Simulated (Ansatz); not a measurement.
Write a Python script for Ansatz 0.2.0, Python API that makes vertical spin-state energies of CH4FNTe, SMILES NC(F)[TeH]. Settings (for the species named): PBE0, def2-SVP basis, multiplicity 1.

The script reads `ch4fnte.xyz`:
```text
8

N     0.13650    1.30140   -0.29480
C     0.39500   -0.00730    0.14170
F     1.39760   -0.51850   -0.63380
Te   -1.24980   -1.26910   -0.04150
H    -0.25490    1.28280   -1.30960
H    -0.70140    1.72310    0.27510
H     0.74430    0.02470    1.20990
H    -0.37520   -2.59430    0.59700
```

`run_spin.py`
```python
# -*- coding: utf-8 -*-
'''Gap between spin states of CH4FNTe at one geometry.'''

import ansatz as az


def main():
    ch4fnte = az.Crystal.molecule_from_extxyz('ch4fnte.xyz')

    calc = (
        ch4fnte.calculation()
        .basis(gaussian='def2-SVP')
        .functional('PBE0')
    )
    found = {}
    for unpaired in [0, 2, 4]:
        report = calc.spin('collinear', total=unpaired).run().report
        s = unpaired / 2
        found[unpaired] = report['free_energy_ev']
        print(f'2S+1 = {unpaired + 1}: E = {found[unpaired]:.5f} eV, <S^2> = {abs(report["mean_field"]["state"]["spin_squared"]):.3f} (pure state {s * (s + 1):.2f})')
    lowest = min(found, key=found.get)
    for unpaired, e in found.items():
        print(f'multiplicity {unpaired + 1}: {96.485332 * (e - found[lowest]):.1f} kJ/mol above the lowest')


if __name__ == '__main__':
    main()
```

```console
$ python run_spin.py
2S+1 = 1: E = -12591.78056 eV, <S^2> = 0.000 (pure state 0.00)
2S+1 = 3: E = -12588.31590 eV, <S^2> = 2.005 (pure state 2.00)
2S+1 = 5: E = -12582.66164 eV, <S^2> = 6.007 (pure state 6.00)
multiplicity 1: 0.0 kJ/mol above the lowest
multiplicity 3: 334.3 kJ/mol above the lowest
multiplicity 5: 879.8 kJ/mol above the lowest
```

In order: multiplicity 1 (+0.00 eV), multiplicity 3 (+3.46 eV) and multiplicity 5 (+9.12 eV), all at the one geometry.

Caveats:
- Total energies depend on the basis set; only differences at equal settings carry meaning.
- The geometry is a force-field or estimated start, not a minimum of this method, and the basis set is short of its limit. All parts are taken at fixed geometry, without zero-point energy.
- def2 sets replace the cores of elements past krypton by effective core potentials.
- Spin-orbit coupling, which mixes and shifts the spin states of heavy atoms, is left out.
- Finished in 15 s on 1 thread of Intel(R) Xeon(R) Processor @ 2.30GHz, on a shared host, peak memory 0.34 GiB.
